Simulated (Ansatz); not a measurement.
**Mn started on a Ga site in zincblende GaP, 16 atoms, charge −1**

Which settings matter for this cell? A base run comes first, then runs with one to three settings changed.

Method: density functional theory in Ansatz 0.2.0, PAW datasets, plane waves.

2 further runs of the same task are left out: 2 that didn't finish.

### Step 1. The system as built

16 atoms (7 Ga, 8 P, 1 Mn); a = 10.877 Å, b = 5.438 Å, c = 5.438 Å, α = 90.00°, β = 90.00°, γ = 90.00°. All atoms were shaken off their sites by about 0.04 Å along each axis. Defect site 1: (0.500, 0.500, 0.500). Starting moments add up to 1 μB.

### Step 2. PBEsol on the given atoms

in.yaml

```yaml
crystal:
  lattice:
    - [10.876976, 0.000000, 0.000000]
    - [0.000000, 5.438488, 0.000000]
    - [0.000000, 0.000000, 5.438488]
  atoms:
    - { symbol: Ga, position: [0.003253, 0.989698, 0.998016] }
    - { symbol: Ga, position: [0.508672, 0.997781, 0.001287] }
    - { symbol: Ga, position: [0.248247, 0.510650, 0.004112] }
    - { symbol: Ga, position: [0.754252, 0.487639, 0.997923] }
    - { symbol: Ga, position: [0.249581, 0.004896, 0.488994] }
    - { symbol: Ga, position: [0.745735, 0.999499, 0.509142] }
    - { symbol: Ga, position: [0.999200, 0.490760, 0.496561] }
    - { symbol: P, position: [0.125057, 0.250823, 0.257609] }
    - { symbol: P, position: [0.631384, 0.262647, 0.256173] }
    - { symbol: P, position: [0.373611, 0.758463, 0.251580] }
    - { symbol: P, position: [0.874478, 0.748503, 0.248177] }
    - { symbol: P, position: [0.372378, 0.251751, 0.735027] }
    - { symbol: P, position: [0.878163, 0.245190, 0.748553] }
    - { symbol: P, position: [0.126318, 0.748170, 0.747058] }
    - { symbol: P, position: [0.625255, 0.752381, 0.746817] }
    - { symbol: Mn, position: [0.501634, 0.495522, 0.505771], spin: 1 }
kpoints:
  mp_grid: { grid: [2, 2, 2], shift: [0.5, 0.5, 0.5] }
hamiltonian:
  xc: pbesol
total_charge: -1
magnetization:
  spin_polarized: true
scf:
  occupations: { method: fermi_dirac, width: 0.01 }
output:
  forces: true
  eigenvalues: true
  populations: true
  charged_corrections: { epsilon: 11.1 }
```

Command:

```sh
$ ansatz run in.yaml --threads 7 --pin off --max-ram 13300MiB --runs-dir r --events-out ev --progress --plain
```

### Step 3. Variant: starting moment 8 μB, accuracy high

in.yaml: that of step 2 with these lines changed.

```diff
@@ -1 +1,2 @@
+accuracy: high
 crystal:
@@ -21,3 +22,3 @@
     - { symbol: P, position: [0.625255, 0.752381, 0.746817] }
-    - { symbol: Mn, position: [0.501634, 0.495522, 0.505771], spin: 1 }
+    - { symbol: Mn, position: [0.501634, 0.495522, 0.505771] }
 kpoints:
@@ -29,4 +30,6 @@
   spin_polarized: true
+  initial_magnetization: 8
 scf:
   occupations: { method: fermi_dirac, width: 0.01 }
+  max_iter: 50
 output:
@@ -34,3 +37,2 @@
   eigenvalues: true
-  populations: true
-  charged_corrections: { epsilon: 11.1 }
+  stress: true
```

### Step 4. Run again with accuracy low, charge changed by 1, smearing width 1.0 eV

in.yaml: that of step 3 with these lines changed.

```diff
@@ -1,2 +1,2 @@
-accuracy: high
+accuracy: low
 crystal:
@@ -22,3 +22,3 @@
     - { symbol: P, position: [0.625255, 0.752381, 0.746817] }
-    - { symbol: Mn, position: [0.501634, 0.495522, 0.505771] }
+    - { symbol: Mn, position: [0.501634, 0.495522, 0.505771], spin: 1 }
 kpoints:
@@ -27,8 +27,6 @@
   xc: pbesol
-total_charge: -1
 magnetization:
   spin_polarized: true
-  initial_magnetization: 8
 scf:
-  occupations: { method: fermi_dirac, width: 0.01 }
+  occupations: { method: fermi_dirac, width: 1 }
   max_iter: 50
```

### Step 5. Run again with starting moment 1 μB

in.yaml: that of step 4 with these lines changed.

```diff
@@ -1,2 +1 @@
-accuracy: low
 crystal:
@@ -22,3 +21,3 @@
     - { symbol: P, position: [0.625255, 0.752381, 0.746817] }
-    - { symbol: Mn, position: [0.501634, 0.495522, 0.505771], spin: 1 }
+    - { symbol: Mn, position: [0.501634, 0.495522, 0.505771] }
 kpoints:
@@ -27,6 +26,8 @@
   xc: pbesol
+total_charge: -1
 magnetization:
   spin_polarized: true
+  initial_magnetization: 1
 scf:
-  occupations: { method: fermi_dirac, width: 1 }
+  occupations: { method: fermi_dirac, width: 0.01 }
   max_iter: 50
```

### Step 6. Run again with xc grid 2, mixing beta 0.6

in.yaml: that of step 5 with these lines changed.

```diff
@@ -21,5 +21,6 @@
     - { symbol: P, position: [0.625255, 0.752381, 0.746817] }
-    - { symbol: Mn, position: [0.501634, 0.495522, 0.505771] }
+    - { symbol: Mn, position: [0.501634, 0.495522, 0.505771], spin: 1 }
 kpoints:
   mp_grid: { grid: [2, 2, 2], shift: [0.5, 0.5, 0.5] }
+basis: { xc_grid: 2 }
 hamiltonian:
@@ -29,6 +30,6 @@
   spin_polarized: true
-  initial_magnetization: 1
 scf:
   occupations: { method: fermi_dirac, width: 0.01 }
-  max_iter: 50
+  max_iter: 60
+  mixing: { beta: 0.6 }
 output:
```

Q: Predict the outcome of this session. Wanted: for each run, settings; status; energy from base; forces from base.

As calculated:

| settings | status | cycles | time | energy from base (meV/atom) | forces from base (eV/Å rms) | filled to empty level on the mesh (eV) |
| --- | --- | --- | --- | --- | --- | --- |
| base | converged | 13 | 11 s (7 CPU threads) | 0 | 0 | 0.50 |
| starting moment 8 μB, accuracy high | converged | 14 | 11 s (7 CPU threads) | 0.0 | 0.000 | 0.50 |
| accuracy low, charge changed by 1, smearing width 1.0 eV | converged, settings too loose | 16 | 30 s (7 CPU threads) | - | 0.246 | - |
| starting moment 1 μB | converged | 16 | 11 s (7 CPU threads) | 0.0 | 0.000 | 0.50 |
| xc grid 2, mixing beta 0.6 | converged | 13 | 9 s (7 CPU threads) | 0.0 | 0.000 | 0.50 |

**Reading.** Among these variants the forces move most with accuracy low, charge changed by 1, smearing width 1.0 eV (0.246 eV/Å rms).
